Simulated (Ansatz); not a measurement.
**ReW: one candidate structure**

Where does ReW go from the start given, GeS type (Pnma, No. 62)?

Method: DFT PBE, scalar-relativistic, plane waves, PAW, in Ansatz 0.2.0.

**1. The system as given**

Symmetry: Pnma, No. 62, orthorhombic system. The conventional cell has a = 9.574 Å, b = 3.347 Å, c = 3.943 Å, α = 90.00°, β = 90.00°, γ = 90.00°. Re (site symmetry m) has 3 W at 2.25 to 2.29 Å as nearest neighbours. W (site symmetry m) is surrounded by 3 Re at 2.25 to 2.29 Å.

Coordinates:

```cif
data_structure
_symmetry_space_group_name_H-M 'Pnma'
_symmetry_Int_Tables_number 62
_cell_length_a 9.5742
_cell_length_b 3.3473
_cell_length_c 3.9434
_cell_angle_alpha 90.000
_cell_angle_beta 90.000
_cell_angle_gamma 90.000
_cell_volume 126.38
loop_
_atom_site_label
_atom_site_type_symbol
_atom_site_symmetry_multiplicity
_atom_site_Wyckoff_symbol
_atom_site_fract_x
_atom_site_fract_y
_atom_site_fract_z
_atom_site_occupancy
Re1 Re 4 c 0.12100 0.25000 0.10600 1
W1 W 4 c 0.85200 0.25000 0.50300 1
```

(A quick probe on a coarse mesh, which set the mesh and smearing, is not shown.)

**3. Coarse relaxation**

Input file input.yaml:

```yaml
crystal:
  lattice:
    - [9.5741978109, 0.0, 0.0]
    - [0.0, 3.3473009588, 0.0]
    - [0.0, 0.0, 3.9433956501]
  atoms:
    - { symbol: Re, position: [0.121, 0.25, 0.106] }
    - { symbol: Re, position: [0.879, 0.75, 0.894] }
    - { symbol: Re, position: [0.379, 0.75, 0.606] }
    - { symbol: Re, position: [0.621, 0.25, 0.394] }
    - { symbol: W, position: [0.852, 0.25, 0.503] }
    - { symbol: W, position: [0.148, 0.75, 0.497] }
    - { symbol: W, position: [0.648, 0.75, 0.003] }
    - { symbol: W, position: [0.352, 0.25, 0.997] }
basis:
  ecutwfc: 420
kpoints:
  mp_grid: { grid: [2, 6, 4] }
hamiltonian:
  xc: pbe
scf:
  occupations: { method: gaussian, width: 0.1 }
  lower_state_search: "off"
output:
  forces: true
  stress: true
  eigenvalues: true
relax:
  adjacent_minimum: "off"
  f_tol: 0.04
  max_steps: 70
  cell: { stress_tol: 0.4 }
```

Launch:

```
ansatz run input.yaml --threads 1 --pin off --max-ram 2560MiB --backend cpu --events-out ev --progress --plain --runs-dir out
```

Further runs follow: relaxing cell and atoms.

Q: Predict the outcome of this session.

**Answer**, as computed:

Formation energies count from the elements, computed with the same settings in runs not shown here.

| quantity | value |
| --- | --- |
| cell | a = 2.773 Å, b = 4.009 Å, c = 5.644 Å, α = 90.00°, β = 90.00°, γ = 90.00° |
| space group | Pmmn (No. 59) |
| volume | 15.69 Å³/atom |
| gap on the mesh | none (metal) |
| formation energy from the elements | +0.234 eV/atom |

What this shows: The structure ended in another space group than at the start: Pnma to Pmmn. The formation energy of +0.23 eV/atom is positive, so the elements lie lower than this structure; another structure of the compound can lie lower. Spin-orbit coupling is left out for Re, W.
